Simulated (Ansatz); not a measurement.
# Si3N4: a single-point run

The task is a single point on Si3N4 that gives the gradients at the nuclei.

Method: DFT, PBE, plane-wave PAW, default files, scalar-relativistic, in Ansatz 0.2.0.

## Step 1: The starting structure

The structure is hexagonal, space group P6_3/m (No. 176). Conventional cell: a = 7.609 Å, b = 7.609 Å, c = 2.908 Å, α = 90.00°, β = 90.00°, γ = 120.00°. Si (site symmetry m) is surrounded by 4 N at 1.71 to 1.79 Å. N (site symmetry -6) has 3 Si at 1.73 Å as nearest neighbours. Around N (site symmetry m) lie 3 Si at 1.71 to 1.79 Å.

The input asks for a charge of +10 e on the cell.

Structure file:

```
Si N
1.0
     7.60930    0.00000    0.00000
    -3.80465    6.58985    0.00000
     0.00000    0.00000    2.90790
Si N
6 8
Direct
  0.17420 0.76780 0.25000
  0.40640 0.17420 0.75000
  0.23220 0.40640 0.25000
  0.82580 0.23220 0.75000
  0.59360 0.82580 0.25000
  0.76780 0.59360 0.75000
  0.33333 0.66667 0.25000
  0.66667 0.33333 0.75000
  0.32900 0.03900 0.25000
  0.29000 0.32900 0.75000
  0.96100 0.29000 0.25000
  0.67100 0.96100 0.75000
  0.71000 0.67100 0.25000
  0.03900 0.71000 0.75000
```

## Step 2: Input and run

Input file input.yaml:

```yaml
crystal:
  lattice:
    - [7.6093, 0.0, 0.0]
    - [-3.80465, 6.589847105, 0.0]
    - [0.0, 0.0, 2.9079]
  atoms:
    - { symbol: Si, position: [0.1742, 0.7678, 0.25] }
    - { symbol: Si, position: [0.4064, 0.1742, 0.75] }
    - { symbol: Si, position: [0.2322, 0.4064, 0.25] }
    - { symbol: Si, position: [0.8258, 0.2322, 0.75] }
    - { symbol: Si, position: [0.5936, 0.8258, 0.25] }
    - { symbol: Si, position: [0.7678, 0.5936, 0.75] }
    - { symbol: "N", position: [0.3333333333, 0.6666666667, 0.25] }
    - { symbol: "N", position: [0.6666666667, 0.3333333333, 0.75] }
    - { symbol: "N", position: [0.329, 0.039, 0.25] }
    - { symbol: "N", position: [0.29, 0.329, 0.75] }
    - { symbol: "N", position: [0.961, 0.29, 0.25] }
    - { symbol: "N", position: [0.671, 0.961, 0.75] }
    - { symbol: "N", position: [0.71, 0.671, 0.25] }
    - { symbol: "N", position: [0.039, 0.71, 0.75] }
kpoints:
  mp_grid: { grid: [4, 4, 10] }
scf:
  occupations: { method: fermi_dirac, width: 0.02 }
  max_iter: 75
hamiltonian:
  xc: pbe
  pseudopotentials: { kind: paw }
output:
  forces: true
  stress: true
  populations: true
  efg:
    quadrupole_moments_barn: { "N": 0.02044 }
    contact_densities: true
total_charge: 10
```

Run with:

```
> ansatz run input.yaml --threads 1 --pin off --max-ram 2560MiB --backend cpu --events-out ev --progress --plain --runs-dir out
```

Q: Will this input give a usable result? If not, why, and what should change?

This run ends as converged. It gives a pressure of 66 GPa, which is large; a structure far from rest gives such values too, whatever the setting.

Look at the input: total_charge is 10. The typed charge changes the electron count, so this is no longer the system that was meant.

Run again and compare: delete total_charge (the default then holds).
